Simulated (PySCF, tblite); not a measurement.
# Si₇Ge₈H₂₄: electronic excitations, NMR shifts

Aim: compute the electronic excitations, NMR shifts of Si₇Ge₈H₂₄.

Computed with tblite 0.8.0 and PySCF 2.14.0 and routines of our own; the level stands in each step. Atoms count from 0.

## Step 1: The system as given

39 atoms, charge 0, multiplicity 1; geometry from: force field, distance geometry or constructed start.

## Step 2: Geometry optimisation with GFN2-xTB

What the job is given:

```
{"job": {"kind": "relax", "xc": "GFN2-xTB", "basis": "xTB"}, "charge": 0, "multiplicity": 1}
Ge    -2.203000     1.099000    -1.660800
Ge    -2.211100    -3.420000     1.532400
Si    -2.202700    -3.424900    -0.858600
Si    -2.208600     3.366900    -0.865800
Ge     1.708500     1.099600    -1.655800
Ge    -0.252500    -0.030600     1.536700
Si    -0.249100    -0.028400    -0.862900
Ge    -0.245800    -2.289100    -1.657700
Ge     1.712200    -3.424700     1.538900
Si     1.706700    -3.423400    -0.858000
Si     1.707400     1.099600     2.336800
Si    -0.251700    -2.293800     2.338900
Ge    -0.252600     4.494000    -1.654200
Ge     1.711700     3.361900     1.536600
Si     1.707300     3.367600    -0.859400
H     -2.209800     1.101400    -3.182900
H     -3.456800     0.381400    -1.148300
H     -3.458300    -2.704800     2.048300
H     -2.208500    -4.863300     2.051800
H     -3.380900    -2.742900    -1.336900
H     -2.210200    -4.776500    -1.338100
H     -3.384600     4.042800    -1.339800
H     -2.204500     3.367100     0.587000
H      1.705300     1.096500    -3.190700
H      2.959200     0.382100    -1.148300
H     -1.504600     0.690300     2.051800
H     -0.248500    -2.289500    -3.189900
H      2.958100    -2.700800     2.050500
H      1.710100    -4.864700     2.047300
H      2.886300    -2.743400    -1.336200
H      1.713100    -4.779700    -1.340700
H      2.883300     0.423200     1.859100
H      1.708500     1.100900     3.777000
H     -0.247100    -2.293100     3.782600
H     -0.248000     5.937600    -1.152500
H     -0.248700     4.495500    -3.192100
H      2.957900     4.083800     2.045200
H      0.461100     4.086200     2.046700
H      2.886300     4.037400    -1.339700
```

Launch:

```console
$ OMP_NUM_THREADS=2 python large_run.py task.json out
```

This one command runs all jobs of the session in turn.

The program printed:

```text
step      E/eV     max force
  0   -1082.66520    1.287
  1   -1082.83841    0.724
  2   -1083.01079    0.421
  3   -1083.07577    0.562
  4   -1083.20978    0.646
  5   -1083.26977    0.375
  6   -1083.29024    0.232
  7   -1083.29774    0.214
  8   -1083.30668    0.145
  9   -1083.31372    0.177
 10   -1083.31971    0.175
 11   -1083.32421    0.127
 12   -1083.32820    0.144
 13   -1083.33163    0.115
 14   -1083.33451    0.083
 15   -1083.33684    0.085
 16   -1083.33867    0.081
 17   -1083.34006    0.071
 18   -1083.34129    0.069
 19   -1083.34262    0.082
 20   -1083.34404    0.079
 21   -1083.34529    0.074
 22   -1083.34624    0.058
 23   -1083.34703    0.056
 24   -1083.34787    0.068
 25   -1083.34881    0.082
 26   -1083.34982    0.086
 27   -1083.35088    0.071
 28   -1083.35195    0.073
 29   -1083.35284    0.068
 30   -1083.35346    0.043
 31   -1083.35392    0.037
 32   -1083.35438    0.057
 33   -1083.35493    0.081
 34   -1083.35553    0.073
 35   -1083.35614    0.053
 36   -1083.35677    0.052
 37   -1083.35745    0.065
 38   -1083.35811    0.067
 39   -1083.35864    0.044
 40   -1083.35905    0.043
 41   -1083.35942    0.048
 42   -1083.35984    0.063
 43   -1083.36027    0.054
 44   -1083.36067    0.042
 45   -1083.36106    0.037
 46   -1083.36146    0.047
 47   -1083.36190    0.048
 48   -1083.36237    0.047
 49   -1083.36280    0.046
 50   -1083.36314    0.046
 51   -1083.36340    0.043
 52   -1083.36363    0.034
 53   -1083.36392    0.034
 54   -1083.36430    0.049
 55   -1083.36477    0.061
 56   -1083.36525    0.061
 57   -1083.36565    0.048
 58   -1083.36596    0.031
 59   -1083.36625    0.040
 60   -1083.36652    0.035
 61   -1083.36676    0.044
 62   -1083.36697    0.040
 63   -1083.36718    0.032
 64   -1083.36743    0.032
 65   -1083.36776    0.044
 66   -1083.36819    0.057
 67   -1083.36867    0.058
 68   -1083.36911    0.047
 69   -1083.36946    0.039
 70   -1083.36975    0.030
 71   -1083.37001    0.038
 72   -1083.37031    0.041
 73   -1083.37069    0.044
 74   -1083.37116    0.045
 75   -1083.37168    0.049
 76   -1083.37216    0.051
 77   -1083.37251    0.042
 78   -1083.37275    0.036
 79   -1083.37296    0.033
 80   -1083.37319    0.027
 81   -1083.37342    0.035
 82   -1083.37366    0.037
 83   -1083.37389    0.034
 84   -1083.37410    0.030
 85   -1083.37428    0.036
 86   -1083.37441    0.019
```

It took 4.9 s on 2 threads of Arm Neoverse V2, shared host; peak memory 0.16 GiB.

Relaxation path:

| step | energy from step 0 (eV) | largest force (eV/Å) |
| --- | --- | --- |
| 0 | 0.0000 | 1.2872 |
| 1 | -0.1732 | 0.7245 |
| 2 | -0.3456 | 0.4209 |
| 3 | -0.4106 | 0.5629 |
| 4 | -0.5446 | 0.6459 |
| 5 | -0.6046 | 0.3757 |
| 6 | -0.6250 | 0.2321 |
| 7 | -0.6325 | 0.2139 |
| 8 | -0.6415 | 0.1450 |
| 14 | -0.6693 | 0.0837 |
| 21 | -0.6801 | 0.0748 |
| 28 | -0.6868 | 0.0734 |
| 34 | -0.6903 | 0.0728 |
| 41 | -0.6942 | 0.0483 |
| 48 | -0.6972 | 0.0467 |
| 55 | -0.6996 | 0.0604 |
| 61 | -0.7016 | 0.0443 |
| 68 | -0.7039 | 0.0475 |
| 75 | -0.7065 | 0.0497 |
| 82 | -0.7085 | 0.0369 |
| 83 | -0.7087 | 0.0341 |
| 84 | -0.7089 | 0.0297 |
| 85 | -0.7091 | 0.0354 |
| 86 | -0.7092 | 0.0197 |

Close pairs (by a distance rule), those that changed most:

| bond | before (Å) | after (Å) | change (Å) |
| --- | --- | --- | --- |
| Ge0–Si3 | 2.403 | 2.357 | -0.046 |
| Si10–Ge13 | 2.400 | 2.356 | -0.044 |
| Si3–Ge12 | 2.391 | 2.354 | -0.037 |
| Ge8–Si11 | 2.403 | 2.367 | -0.036 |
| Ge8–Si9 | 2.397 | 2.362 | -0.035 |
| Ge4–Si14 | 2.404 | 2.370 | -0.034 |
| Ge12–Si14 | 2.396 | 2.363 | -0.034 |
| Si2–H20 | 1.434 | 1.467 | +0.033 |

The final coordinates are the input of the step that follows.

## Step 3: Electronic excitations: TDDFT PBE/def2-SVP

What the job is given:

```
{"job": {"kind": "uv", "basis": "def2-SVP", "grid": 1, "kgrid": 0, "vcut": null, "nstates": 6, "ntriplets": 2, "tda": false, "delta": ["ip_vertical"], "pop": true, "xc": "PBE"}, "charge": 0, "multiplicity": 1}
Ge    -2.167636     1.105224    -1.412701
Ge    -2.177407    -3.323899     1.405763
Si    -2.245081    -3.408674    -0.953667
Si    -2.288653     3.406450    -0.917510
Ge     1.648270     1.150327    -1.679252
Ge    -0.050897    -0.138174     1.539344
Si    -0.201792    -0.127885    -0.882607
Ge    -0.200640    -2.409980    -1.631608
Ge     1.639495    -3.460031     1.461592
Si     1.796084    -3.469987    -0.895293
Si     1.643218     1.211380     2.502702
Si    -0.244100    -2.359262     2.379360
Ge    -0.272740     4.424708    -1.581720
Ge     1.823955     3.280889     1.391566
Si     1.770202     3.407880    -0.969812
H     -2.504962     0.874024    -2.877690
H     -3.346459     0.379278    -0.782461
H     -3.404001    -2.615585     1.946169
H     -2.433419    -4.702685     1.991522
H     -3.388310    -2.657040    -1.479595
H     -2.372254    -4.792088    -1.426097
H     -3.462454     4.056349    -1.509604
H     -2.408371     3.537408     0.539515
H      1.762884     1.017462    -3.188804
H      2.927578     0.418376    -1.284895
H     -1.372241     0.539244     1.945569
H     -0.176833    -2.329872    -3.161406
H      2.901763    -2.863122     2.056303
H      1.781723    -4.872209     1.996890
H      2.967305    -2.716643    -1.356707
H      1.917285    -4.832764    -1.425490
H      2.904870     0.475609     2.347168
H      1.437435     1.388863     3.944284
H     -0.254614    -2.434058     3.848282
H     -0.262351     5.874334    -1.136466
H     -0.286109     4.635281    -3.086252
H      2.980079     4.079931     1.965937
H      0.677369     4.151969     1.884778
H      2.937256     4.119730    -1.508842
```

Method: TDDFT PBE/def2-SVP, vertical, gas phase, core orbitals frozen in the response.

The program printed:

```text
start: PBE on a coarse grid of 152964 points
cycle   1  E = -18650.5756904129  dE = -3.745e+00  |g| = 1.311e+00  |ddm| = 6.650e+00
cycle   2  E = -18650.4645307539  dE =  1.112e-01  |g| = 1.621e+00  |ddm| = 1.618e+00
cycle   3  E = -18650.7244198784  dE = -2.599e-01  |g| = 1.913e-01  |ddm| = 1.290e+00
cycle   4  E = -18650.7363175586  dE = -1.190e-02  |g| = 7.521e-02  |ddm| = 4.382e-01
cycle   5  E = -18650.7383195516  dE = -2.002e-03  |g| = 2.030e-02  |ddm| = 1.432e-01
cycle   6  E = -18650.7384776412  dE = -1.581e-04  |g| = 5.570e-03  |ddm| = 4.228e-02
final grid: 152964 points
cycle   7  E = -18650.7384457516  dE =  3.189e-05  |g| = 1.036e-02  |ddm| = 2.697e-02
cycle   8  E = -18650.7383084108  dE =  1.373e-04  |g| = 2.067e-02  |ddm| = 5.305e-02
cycle   9  E = -18650.7384907830  dE = -1.824e-04  |g| = 2.359e-03  |ddm| = 3.693e-02
cycle  10  E = -18650.7384913361  dE = -5.531e-07  |g| = 2.966e-04  |ddm| = 4.059e-03
cycle  11  E = -18650.7384857797  dE =  5.556e-06  |g| = 4.815e-05  |ddm| = 4.500e-04
converged SCF energy = -18650.7384857797
Vertical ionisation energy (delta-SCF) = 7.8242 eV   <S^2> = 0.751

Static polarisability (au): isotropic 459.082, principal 385.937 436.237 555.073

Singlet excitations
state   eV       nm        f      main configurations
  1   4.1853    296.2   0.00244   H->L 0.95
  2   4.3195    287.0   0.00293   H-1->L 0.98
  3   4.3558    284.6   0.00323   H->L+1 0.96
  4   4.4749    277.1   0.01030   H-2->L 0.94
  5   4.5711    271.2   0.01179   H-1->L+1 0.77, H-3->L 0.13
  6   4.6218    268.3   0.02859   H-3->L 0.59, H-2->L+1 0.27

Triplet excitations (Tamm-Dancoff, eV): 3.9624 4.1619
```

Run time: 52 s. Hardware: 2 threads of Arm Neoverse V2, shared host; peak memory 1.4 GiB.

The orbitals next to the gap, with their largest atomic shares:

| orbital | eV | atoms |
| --- | --- | --- |
| HOMO−4 | -6.80 | Ge8 16 %, Si11 16 %, Ge12 9 % |
| HOMO−3 | -6.70 | Ge1 10 %, Si2 10 %, Si11 8 % |
| HOMO−2 | -6.51 | Si6 23 %, Ge5 22 %, Ge7 9 % |
| HOMO−1 | -6.40 | Ge0 14 %, Si6 12 %, Si11 8 % |
| HOMO | -6.22 | Ge5 12 %, Si11 11 %, Ge4 11 % |
| LUMO | -2.14 | Si6 13 %, Ge7 13 %, Ge4 8 % |
| LUMO+1 | -1.94 | Si6 16 %, Ge0 14 %, Ge5 10 % |
| LUMO+2 | -1.59 | Si9 9 %, Ge5 9 %, Si2 8 % |
| LUMO+3 | -1.51 | Si11 9 %, Si2 8 %, Ge7 7 % |

With each of the 6 states as a Gaussian band of 0.4 eV half-width at 1/e, the curve within the window shown has maxima at 272 nm (ε 2,200) L/(mol cm). Beyond the last state computed it falls off for lack of states. The curve at chosen wavelengths:

nm, ε (L/mol/cm) and a bar:
```
      252       1034 ##############
      256       1381 ###################
      259       1634 ######################
      263       1924 ##########################
      267       2128 #############################
      271       2224 ##############################
      274       2223 ##############################
      278       2133 #############################
      282       1962 ##########################
      285       1798 ########################
      289       1554 #####################
      293       1302 #################
      297       1062 ##############
      300        897 ############
      304        703 #########
      308        540 #######
      312        408 #####
      315        328 ####
      319        241 ###
      323        175 ##
      326        137 ##
      330         98 #
      334         69 #
      338         48 
      341         37 
      345         25
```

Leading natural transition orbitals of singlet state 6: the hole lies on Si2, Si11 about 7 % each; Ge1, Ge7 about 7 % each; the particle on Si6 14 %; Ge7 9 %; Si14 7 %.

Leading natural transition orbitals of singlet state 1: the hole lies on Si11 13 %; Ge5 11 %; Si6, Si10 about 8 % each; the particle on Si6 13 %; Ge7 10 %; Si14 6 %.

Further results of this job:

| property | computed |
| --- | --- |
| dipole moment (D) | 0.31 |
| polarisability (Å³) | 68.03 |
| HOMO–LUMO gap (eV) | 4.08 |
| −ε(HOMO) (eV) | 6.22 |

The fields below are evaluated on a grid from the run's orbitals.

Frontier orbitals at PBE/def2-SVP, with the share of their density that lies nearest to each atom:

| orbital | energy (eV) | lies on |
| --- | --- | --- |
| HOMO | -6.22 | Si6, Si11 about 10 % each; Ge4, Ge5, Ge7 about 9 % each; Si10 8 % |
| LUMO | -2.14 | Si6 14 %; Ge7 10 %; Si14 7 % |

ELF in a plane through or near 7 of the atoms.

Ten even steps from ' ' (0.00) to '@' (1.00):
```
                                                        
                                                        
              ::..      ..++::      --..                
            **@@%%..    ##@@@@    @@@@@@::              
            **@@%%--....%%@@@@    @@@@@@--::++..        
            ..++==--==::==##==    ##%%==--@@@@@@        
            ..==--::==::....      --..**::@@@@@@        
            ::####**--    ..::    --::++::%%@@**        
            ::****++..    ==++--  ..====--....          
    ..++**--==##++::    ::##%%++      ..                
    **@@@@**::::++..  ..==..::++..                      
    **@@@@--**::++::  ::**....++::::::::::              
    ..++**--::==%%==++--==%%**::..==++--==::            
          ..--##****++==**::--    ----##..@@##          
              ::--++==::==::::  ..%%----==@@@@..        
              ::....::++**--..  ++@@@@%%--##**          
              ::      ==++..    ++@@@@##  ..            
                                  ++**..                
                                                        
                                                        
```
The map spans 17.1 Å across and 12.6 Å up, centred on the molecule. Atoms in the plane (x, y in Å): Ge0 (-1.2, -2.6), Si2 (3.4, -2.5), Ge8 (3.5, 2.1), H19 (2.6, -3.7), H27 (2.9, 3.5), H28 (5.0, 2.5), H34 (-5.9, -0.7).

On the surface of density 0.002 e/bohr³ the electrostatic potential runs, from the 1st to the 99th percentile, from -0.03 to 1.04 V.

(Part 1 of 2 ends here.)
